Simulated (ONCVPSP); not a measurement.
**Pseudopotential generation for chlorine: ONCV, PBE**

Task: generate the file, and judge it by its errors in other configurations, its logarithmic derivatives, its ghosts and its cutoff.

Program: ONCVPSP 4.0.1.1 (patched build). Reference atom: PBE, scalar-relativistic, spherical and spin-unpolarised. All values are calculated.

## (1) The design

The settings as typed:

| Property | Result |
| --- | --- |
| element | chlorine (Cl, Z = 17) |
| type | optimised norm-conserving Vanderbilt (ONCV) |
| frozen core | [Ne] |
| valence charge | 7 |
| reference configuration | 3s2 3p5 |
| partial waves | 3s: rc 1.20 bohr, ncon 3, nbas 8, qcut 5.3 1/bohr, local; 3p: rc 1.25 bohr, ncon 4, nbas 7, qcut 7.3 1/bohr, 2 projectors, debl 0.8 Ha; d scattering state at 0.35 Ha: rc 1.35 bohr, ncon 3, nbas 6, qcut 6.1 1/bohr, 1 projector |
| local potential | the s channel |
| core correction | not asked for |

## (2) Generating the potential

File Cl.dat:

```
# ATOM AND REFERENCE CONFIGURATION
# atsym  z   nc   nv     iexc    psfile
  Cl 17.00    3    2        4      upf
#
#   n    l    f
    1    0    2.00
    2    0    2.00
    2    1    6.00
    3    0    2.00
    3    1    5.00
#
# PSEUDOPOTENTIAL AND OPTIMIZATION
# lmax
    2
#
#   l,   rc,      ep,       ncon, nbas, qcut
    0    1.20    0.00    3    8    5.30
    1    1.25    0.00    4    7    7.30
    2    1.35    0.35    3    6    6.10
#
# LOCAL POTENTIAL
# lloc, lpopt,  rc(5),   dvloc0
    0    5    1.20    0.00
#
# VANDERBILT-KLEINMAN-BYLANDER PROJECTORs
# l, nproj, debl
    0    0    1.30
    1    2    0.80
    2    1    1.60
#
# MODEL CORE CHARGE
# icmod, fcfact, rcfact
    0    0.00    0.00
#
# LOG DERIVATIVE ANALYSIS
# epsh1, epsh2, depsh
   -2.00    5.00    0.02
#
# OUTPUT GRID
# rlmax, drl
    6.00    0.01
#
# TEST CONFIGURATIONS
# ncnf
    4
# nvcnf
#   n    l    f
    2
    3    0    2.00
    3    1    4.00
#
    2
    3    0    2.00
    3    1    3.00
#
    2
    3    0    2.00
    3    1    2.00
#
    2
    3    0    2.00
    3    1    1.00
#
```

Run with:

```console
$ oncvpsp.x < Cl.dat > Cl.out
```

**Question.** What will these runs give? Wanted: cutoffs for 1 and 0.1 mHa per electron, occupied waves; bound ghosts; GHOST(+) flags; largest test error; largest phase difference near zero energy, channels read.

**Answer**, as computed:

| quantity | value |
| --- | --- |
| cutoffs for 1 and 0.1 mHa per electron, occupied waves | 16 Ha and 104 Ha |
| bound ghosts | none found |
| GHOST(+) flags | p at 1442 eV, p at 2372 eV (1 near or above the test basis's cutoff) |
| largest test error (AE − PS) | +158 meV, for 3s2 3p1 |
| largest phase difference near zero energy, channels read | 0.006 rad |

In words: The worst unpolarised test, 3s2 3p1, is off by 158 meV on 129.9 eV; by total energies transferability rates as fair for so large an energy. That test lies far up in energy; among those under 40 eV, nearer to bonding, the largest error is 10 meV. By its cutoff, 16 Ha for the looser tolerance, it is soft on the atom at that tolerance. The tighter tolerance needs 104 Ha, and converged work needs a cutoff nearer that. At the looser tolerance the 3s wave is the slowest; 3p needs 12 Ha. That counts occupied waves only; other projectors can need more. No bound ghost shows below the valence levels. Near zero energy the phases of the channels with partial waves agree within 0.006 rad. The program also flags highly localised states, GHOST(+) (p).
